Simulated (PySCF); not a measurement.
# InCl: bond curves at several levels of theory

An exercise on one series of results from a longer session: the logs are not shown, and one member is left open.

Program: PySCF 2.14.0. Level of theory: In aug-cc-pVDZ-PP with ECP28, Cl aug-cc-pV(D+d)Z, scalar-relativistic core potentials. These are calculated values, not measurements.

Set-up of the first run:

The job is set up so:

```
atoms                         : In, Cl
charge                        : 0
basis                         : In aug-cc-pVDZ-PP with ECP28, Cl aug-cc-pV(D+d)Z
Hamiltonian                   : scalar-relativistic core potentials
basis functions               : 64
electrons treated             : 38
masses in u                   : 114.9039, 34.9689
levels                        : PBE0, PBE, r²SCAN, TPSS, B3LYP, M06-2X, HF, MP2, SCS-MP2, CCSD, CCSD(T)
grid                          : 80 radial by 434 angular points
occupations                   : held fixed by the projection of orbital angular momentum
dissociation limit            : In + Cl, each in its ground configuration
starting distance in angstrom : 2.360
values of 2S to try           : 0, 2
```

Started as:

```sh
$ OMP_NUM_THREADS=1 python dia.py task.json out
```

Steps of the session up to this table: Input; PBE0 along the bond; Excited determinants; PBE; r²SCAN; TPSS (meta-GGA); B3LYP; M06-2X (hybrid meta-GGA); RHF; Adding correlation.

One table of the session follows, with a row left open; its other results are not shown here.

Energy (eV) from each level's lowest point:

| R (Å) | RHF | RHF-MP2 | RHF-SCS-MP2 | RHF-CCSD | RHF-CCSD(T) |
| --- | --- | --- | --- | --- | --- |
| 2.110 | 0.948 | 0.934 | 0.962 | n/a | n/a |
| 2.209 | 0.428 | 0.419 | 0.438 | 0.435 | 0.439 |
| 2.307 | 0.142 | 0.136 | 0.147 | 0.146 | 0.148 |
| 2.380 | 0.037 | 0.034 | 0.039 | 0.038 | 0.040 |
| 2.454 | 0.000 | 0.000 | 0.000 | 0.000 | 0.000 |
| 2.528 | 0.014 | 0.018 | 0.013 | 0.014 | 0.013 |
| 2.626 | 0.089 | 0.100 | 0.088 | 0.090 | 0.088 |
| 2.748 | ? | ? | ? | ? | ? |
| 2.896 | 0.477 | 0.513 | 0.485 | 0.489 | 0.486 |
| 3.092 | 0.821 | 0.879 | 0.841 | n/a | n/a |

Estimate the missing values for R (Å) = 2.748.

Worked estimate for «RHF». A straight line through the neighbours (2.626, 0.089) and (2.896, 0.477) gives 0.089 + (0.477 − 0.089) × (2.748 − 2.626) / (2.896 − 2.626) = 0.264; a parabola fitted to 4 rows on both sides gives 0.250.

As computed: RHF: 0.243; RHF-MP2: 0.265; RHF-SCS-MP2: 0.245; RHF-CCSD: 0.248; RHF-CCSD(T): 0.245. In «RHF» the line misses by +0.021 and the parabola by +0.007.

To keep in mind: Lowest PBE0 solution found, without spin–orbit coupling: ¹Σ⁺ (singlet), closed shell. Warnings in the runs' records: inverted.
